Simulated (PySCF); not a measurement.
# C6H7NS: excited states, first hyperpolarisability

Aim: compute the excited states, first hyperpolarisability of C6H7NS (`Nc1ccc(S)cc1`).

Computed with PySCF 2.14.0 and routines of our own; the level stands in each step. Atoms count from 0.

## 1. The system as given

15 atoms, charge 0, multiplicity 1; geometry from: GFN2-xTB.

## 2. Optimising the geometry at PBE0-D3(BJ)/def2-SVP

What the job is given:

```
{"job": {"xc": "PBE0", "basis": "def2-SVP", "d3": "d3bj", "grid": 2, "kind": "geom"}, "charge": 0, "multiplicity": 1}
N     -2.592663     0.171146    -0.059853
C     -1.218859     0.039467    -0.056648
C     -0.397000     1.153679     0.115552
C      0.974012     1.016561     0.196380
C      1.552891    -0.240512     0.101432
S      3.309713    -0.468468     0.191009
C      0.746609    -1.357874    -0.073353
C     -0.622575    -1.219409    -0.150726
H     -2.955246     1.085818    -0.273774
H     -3.115040    -0.591300    -0.459706
H     -0.841281     2.135969     0.189079
H      1.592062     1.892908     0.332424
H      3.607565     0.817990     0.361035
H      1.198840    -2.334825    -0.150198
H     -1.243442    -2.093162    -0.284563
```

Launch:

```console
$ OMP_NUM_THREADS=1 python excited_run.py task.json out
```

This one command runs all jobs of the session in turn.

What it wrote:

```text
step   0  E = -685.00300559  max force = 0.016110
step   1  E = -685.00455181  max force = 0.002781
step   2  E = -685.00458049  max force = 0.000784
step   3  E = -685.00458595  max force = 0.000862
step   4  E = -685.00459118  max force = 0.000303
optimisation converged
```

Run time: 50 s. Hardware: 1 thread of Arm Neoverse V1, shared host; peak memory 0.73 GiB.

The steps of the relaxation:

| step | energy from step 0 (eV) | largest force component (eV/Å) |
| --- | --- | --- |
| 0 | 0.0000 | 0.8284 |
| 1 | -0.0421 | 0.1430 |
| 2 | -0.0429 | 0.0403 |
| 3 | -0.0430 | 0.0443 |
| 4 | -0.0431 | 0.0156 |

Close pairs (by a distance rule), those that changed most:

| bond | before (Å) | after (Å) | change (Å) |
| --- | --- | --- | --- |
| S5–H12 | 1.331 | 1.348 | +0.017 |
| C6–H13 | 1.079 | 1.093 | +0.014 |
| C7–H14 | 1.080 | 1.093 | +0.013 |
| C2–H10 | 1.081 | 1.093 | +0.013 |
| C3–H11 | 1.081 | 1.093 | +0.012 |
| C3–C4 | 1.387 | 1.398 | +0.011 |
| C6–C7 | 1.378 | 1.389 | +0.011 |
| C4–C6 | 1.389 | 1.400 | +0.011 |

The next job starts from the end point, and lists it.

| at the end point | value |
| --- | --- |
| point group (found at 0.08 Å tolerance) | C1 |
| rotational constants (GHz, main isotopes) | 5.539, 0.978, 0.832 |
| dipole moment (D) | 2.78 |

## 3. Excited states: TDA CAM-B3LYP/def2-TZVP

What the job is given:

```
{"job": {"kind": "states", "xc": "CAM-B3LYP", "basis": "def2-TZVP", "tda": true, "soc": true, "nstates": 6, "ntriplets": 5, "nquad": 4}, "charge": 0, "multiplicity": 1}
N     -2.618877     0.189971    -0.027093
C     -1.242448     0.061337    -0.006095
C     -0.409659     1.178253     0.165468
C      0.972264     1.043273     0.236911
C      1.576583    -0.213698     0.140168
S      3.327787    -0.468462     0.218053
C      0.752056    -1.331517    -0.030918
C     -0.628620    -1.198243    -0.103135
H     -2.977349     1.102342    -0.276062
H     -3.129988    -0.565450    -0.464156
H     -0.854469     2.173752     0.248115
H      1.585588     1.938402     0.368851
H      3.665150     0.824761     0.396796
H      1.195981    -2.327188    -0.110785
H     -1.247458    -2.090266    -0.233628
```

With the program's defaults for keys left out, this is: TDA CAM-B3LYP/def2-TZVP excited states, vertical, gas phase, spin-orbit mean-field couplings.

What it wrote:

```text
coarse grid: 13544 points
cycle   1  E = -685.7308352980  dE =  1.535e+00  |g| = 3.946e-01  |ddm| = 3.538e+00
cycle   2  E = -685.7545851402  dE = -2.375e-02  |g| = 3.070e-01  |ddm| = 1.197e+00
cycle   3  E = -685.7748502483  dE = -2.027e-02  |g| = 4.833e-02  |ddm| = 3.207e-01
cycle   4  E = -685.7753036581  dE = -4.534e-04  |g| = 2.456e-02  |ddm| = 9.219e-02
cycle   5  E = -685.7754450339  dE = -1.414e-04  |g| = 7.048e-03  |ddm| = 3.818e-02
cycle   6  E = -685.7754565944  dE = -1.156e-05  |g| = 2.982e-03  |ddm| = 1.303e-02
cycle   7  E = -685.7754587490  dE = -2.155e-06  |g| = 4.863e-04  |ddm| = 4.019e-03
final grid: 127592 points
cycle   8  E = -685.7646317755  dE = -4.064e-05  |g| = 4.387e-03  |ddm| = 9.766e-02
cycle   9  E = -685.7646322872  dE = -5.117e-07  |g| = 4.132e-03  |ddm| = 1.059e-02
cycle  10  E = -685.7646361050  dE = -3.818e-06  |g| = 4.020e-04  |ddm| = 3.533e-03
cycle  11  E = -685.7646361291  dE = -2.414e-08  |g| = 2.857e-04  |ddm| = 9.753e-04
cycle  12  E = -685.7646361498  dE = -2.070e-08  |g| = 5.552e-05  |ddm| = 3.130e-04
cycle  13  E = -685.7646361506  dE = -7.985e-10  |g| = 1.868e-05  |ddm| = 1.263e-04
converged SCF energy = -685.7646361506

Singlet excitations
state   eV       nm        f     d(h-e)  d(exc)  Lambda  PR(NTO)  |dmu|/D   mu/D   main configurations
  1   4.5798   270.7   0.04814   0.200   3.129   0.616   1.287    0.684    2.080   H->L 0.87, H-1->L+1 0.11
  2   4.8192   257.3   0.00006   1.153   3.238   0.385   1.016    4.072    6.409   H->L+2 0.83, H-2->L+2 0.12
  3   5.4414   227.9   0.32184   0.798   3.425   0.741   1.280    2.965    0.976   H->L+1 0.82
  4   5.7052   217.3   0.07231   1.608   3.791   0.431   1.162    6.647    4.238   H->L+3 0.82
  5   6.3324   195.8   0.00198   1.129   3.627   0.392   1.122                     H->L+4 0.59, H->L+5 0.22
  6   6.6184   187.3   0.00085   1.378   3.882   0.403   1.304                     H->L+5 0.58, H->L+4 0.22

Triplet excitations (Tamm-Dancoff)
state   eV     d(h-e)  d(exc)  Lambda  PR(NTO)   main configurations
  1   3.5716   0.052   3.001   0.616   1.014   H->L 0.95
  2   3.6218   0.080   2.882   0.761   1.301   H->L+1 0.80, H-1->L 0.10
  3   4.4392   0.940   3.022   0.388   1.018   H->L+2 0.75, H-2->L+2 0.16
  4   4.5694   0.048   2.631   0.872   1.292   H-1->L 0.86, H->L+1 0.11
  5   5.4122   1.785   3.775   0.411   1.117   H->L+3 0.81
S1 - T1 = 1.0082 eV

Spin-orbit couplings |<S|Hso|T>| (cm-1)
             T1       T2       T3       T4       T5
S0        0.707    0.879  143.933    0.765   35.115
S1        0.058    0.614    1.780    0.099    0.392
S2        1.402   15.521    0.354    5.115   16.992
S3        0.421    1.230   13.355    0.446    3.145
S4        0.794    3.522   12.798    1.322    1.359
S5        0.701   13.761   43.221    4.539    2.277
S6        1.617    3.453    8.872    1.283    2.730
T1 sublevels (cm-1): 0.000 0.000 0.000   radiative rates (1/s): 2.03 0.00109 0.315
```

Run time: 69 s. Hardware: 1 thread of Arm Neoverse V1, shared host; peak memory 1.2 GiB.

From this job:

| quantity | value |
| --- | --- |
| S1 less T1 | 1.01 eV |

## 4. Excited states: TDDFT CAM-B3LYP/aug-cc-pVDZ

Settings changed since step 3:

```diff
@@ -1,2 +1,2 @@
-{"job": {"kind": "states", "xc": "CAM-B3LYP", "basis": "def2-TZVP", "tda": true, "soc": true, "nstates": 6, "ntriplets": 5, "nquad": 4}, "charge": 0, "multiplicity": 1}
+{"job": {"kind": "states", "xc": "CAM-B3LYP", "basis": "aug-cc-pVDZ", "tpa": true, "nstates": 8, "nquad": 6, "ntriplets": 0}, "charge": 0, "multiplicity": 1}
 N     -2.618877     0.189971    -0.027093
```

Method: TDDFT CAM-B3LYP/aug-cc-pVDZ excited states, vertical, gas phase, two-photon moments by quadratic response.

What it wrote:

```text
coarse grid: 13544 points
cycle   1  E = -685.6145228030  dE =  1.593e+00  |g| = 3.640e-01  |ddm| = 4.709e+01
cycle   2  E = -685.6372709476  dE = -2.275e-02  |g| = 2.814e-01  |ddm| = 5.154e+00
cycle   3  E = -685.6555290350  dE = -1.826e-02  |g| = 4.485e-02  |ddm| = 1.837e+00
cycle   4  E = -685.6559224218  dE = -3.934e-04  |g| = 2.512e-02  |ddm| = 4.333e-01
cycle   5  E = -685.6560842606  dE = -1.618e-04  |g| = 6.559e-03  |ddm| = 1.617e-01
cycle   6  E = -685.6560955558  dE = -1.130e-05  |g| = 2.079e-03  |ddm| = 3.948e-02
cycle   7  E = -685.6560968137  dE = -1.258e-06  |g| = 5.048e-04  |ddm| = 1.372e-02
final grid: 127592 points
cycle   8  E = -685.6801095763  dE = -2.075e-05  |g| = 3.667e-03  |ddm| = 6.894e-01
cycle   9  E = -685.6801100374  dE = -4.611e-07  |g| = 3.596e-03  |ddm| = 7.993e-02
cycle  10  E = -685.6801132717  dE = -3.234e-06  |g| = 3.056e-04  |ddm| = 2.089e-02
cycle  11  E = -685.6801132886  dE = -1.690e-08  |g| = 2.207e-04  |ddm| = 3.984e-03
cycle  12  E = -685.6801133019  dE = -1.328e-08  |g| = 4.833e-05  |ddm| = 1.910e-03
cycle  13  E = -685.6801133026  dE = -6.726e-10  |g| = 1.315e-05  |ddm| = 4.700e-04
converged SCF energy = -685.6801133026

Singlet excitations
state   eV       nm        f     d(h-e)  d(exc)  Lambda  PR(NTO)  |dmu|/D   mu/D   delta(TPA)   sigma/GM   main configurations
  1   4.3708   283.7   0.03198   0.178   3.202   0.458   1.284    0.636    2.046        0.59      0.004   H->L+3 0.47, H->L+2 0.45
  2   4.5541   272.2   0.00278   0.763   4.446   0.258   1.128    3.334    1.310       82.40      0.626   H->L 0.62, H->L+1 0.16
  3   4.7331   262.0   0.01608   1.076   4.534   0.268   1.190    4.914    2.273       13.74      0.113   H->L+1 0.46, H->L 0.26
  4   5.0806   244.0   0.28523   0.295   3.583   0.515   1.259    1.098    2.471       11.39      0.108   H->L+4 0.47, H->L+5 0.43
  5   5.2705   235.2   0.00185   0.325   5.017   0.397   1.101    1.579    1.409       41.42      0.421   H->L+3 0.28, H->L+2 0.25, H->L+1 0.18
  6   5.3421   232.1   0.01168   1.435   4.742   0.389   1.100    6.269    8.712      153.62      1.606   H->L+7 0.24, H->L+2 0.19, H->L+3 0.15
  7   5.5952   221.6   0.00492   0.884   4.893   0.439   1.169                                            H->L+5 0.33, H->L+4 0.30, H->L+7 0.11
  8   5.8911   210.5   0.00078   0.363   5.349   0.234   1.128                                            H->L+6 0.84
```

Run time: 67 s. Hardware: 1 thread of Arm Neoverse V1, shared host; peak memory 1.1 GiB.

## 5. First hyperpolarisability: quadratic response CAM-B3LYP/aug-cc-pVDZ

Settings changed since step 4:

```diff
@@ -1,2 +1,2 @@
-{"job": {"kind": "states", "xc": "CAM-B3LYP", "basis": "aug-cc-pVDZ", "tpa": true, "nstates": 8, "nquad": 6, "ntriplets": 0}, "charge": 0, "multiplicity": 1}
+{"job": {"kind": "beta", "xc": "CAM-B3LYP", "basis": "aug-cc-pVDZ"}, "charge": 0, "multiplicity": 1}
 N     -2.618877     0.189971    -0.027093
```

With the program's defaults for keys left out, this is: quadratic response CAM-B3LYP/aug-cc-pVDZ first hyperpolarisability, Taylor convention, gas phase.

What it wrote:

```text
coarse grid: 13544 points
cycle   1  E = -685.6145228030  dE =  1.593e+00  |g| = 3.640e-01  |ddm| = 4.709e+01
cycle   2  E = -685.6372709476  dE = -2.275e-02  |g| = 2.814e-01  |ddm| = 5.154e+00
cycle   3  E = -685.6555290350  dE = -1.826e-02  |g| = 4.485e-02  |ddm| = 1.837e+00
cycle   4  E = -685.6559224218  dE = -3.934e-04  |g| = 2.512e-02  |ddm| = 4.333e-01
cycle   5  E = -685.6560842606  dE = -1.618e-04  |g| = 6.559e-03  |ddm| = 1.617e-01
cycle   6  E = -685.6560955558  dE = -1.130e-05  |g| = 2.079e-03  |ddm| = 3.948e-02
cycle   7  E = -685.6560968137  dE = -1.258e-06  |g| = 5.048e-04  |ddm| = 1.372e-02
final grid: 127592 points
cycle   8  E = -685.6801095763  dE = -2.075e-05  |g| = 3.667e-03  |ddm| = 6.894e-01
cycle   9  E = -685.6801100374  dE = -4.611e-07  |g| = 3.596e-03  |ddm| = 7.993e-02
cycle  10  E = -685.6801132717  dE = -3.234e-06  |g| = 3.056e-04  |ddm| = 2.089e-02
cycle  11  E = -685.6801132886  dE = -1.690e-08  |g| = 2.207e-04  |ddm| = 3.984e-03
cycle  12  E = -685.6801133019  dE = -1.328e-08  |g| = 4.833e-05  |ddm| = 1.910e-03
cycle  13  E = -685.6801133026  dE = -6.726e-10  |g| = 1.315e-05  |ddm| = 4.700e-04
converged SCF energy = -685.6801133026

Lowest singlets (eV, f): 4.3708 0.0320  4.5541 0.0028  4.7331 0.0161

First hyperpolarisability (au)
process     nm      |vector|   parallel      HRS      DR
static         -      224.76     120.76      91.43   5.319
shg       1907.0      235.45     126.29      95.95   5.223
eope      1907.0      228.24     122.56          -       -
shg       1064.0      262.33     139.94     107.73    4.92
eope      1064.0      236.23     126.69          -       -
```

Wall time 52 s (1 thread of Arm Neoverse V1, shared host); peak memory 1 GiB.

## 6. Excited states: CAM-B3LYP/def2-TZVP in carbondisulfide

Settings changed since step 5:

```diff
@@ -1,2 +1,2 @@
-{"job": {"kind": "beta", "xc": "CAM-B3LYP", "basis": "aug-cc-pVDZ"}, "charge": 0, "multiplicity": 1}
+{"job": {"kind": "states", "xc": "CAM-B3LYP", "basis": "def2-TZVP", "tda": true, "soc": true, "nstates": 6, "ntriplets": 5, "nquad": 4, "solvent": "carbondisulfide"}, "charge": 0, "multiplicity": 1}
 N     -2.618877     0.189971    -0.027093
```

Method: CAM-B3LYP/def2-TZVP.

What it wrote:

```text
KeyError: 'carbondisulfide'
```

Hardware: 1 thread of Arm Neoverse V1, shared host.

**What went wrong.** The input was refused with the message shown. The remedy is to check the setting that the message names.

## 7. What came out

| quantity | value |
| --- | --- |
| point group | C1 |
| rotational constants (main isotopes) | 5.54, 0.98, 0.83 GHz |
| S1 less T1 (step 3, TDA CAM-B3LYP/def2-TZVP) | 1.01 eV |
| β vector (step 5, quadratic response CAM-B3LYP/aug-cc-pVDZ) | static 225, SHG 1907.0 nm 235, SHG 1064.0 nm 262 au |
| runs | 1 failed, 0 ended on unsound input |

In words: The optimisation took 4 steps and gained 0.043 eV; among the close pairs (by a distance rule), S5–H12 changed most, from 1.331 to 1.348 Å. In step 3, the number of triplets below S1 is 4, and the largest singlet-triplet spin-orbit coupling is S0–T3, 143.93 cm⁻¹. β grows from 225 au (static) to 262 au for doubling at 1064.0 nm: normal dispersion, which grows as twice the photon energy moves toward the bright states.
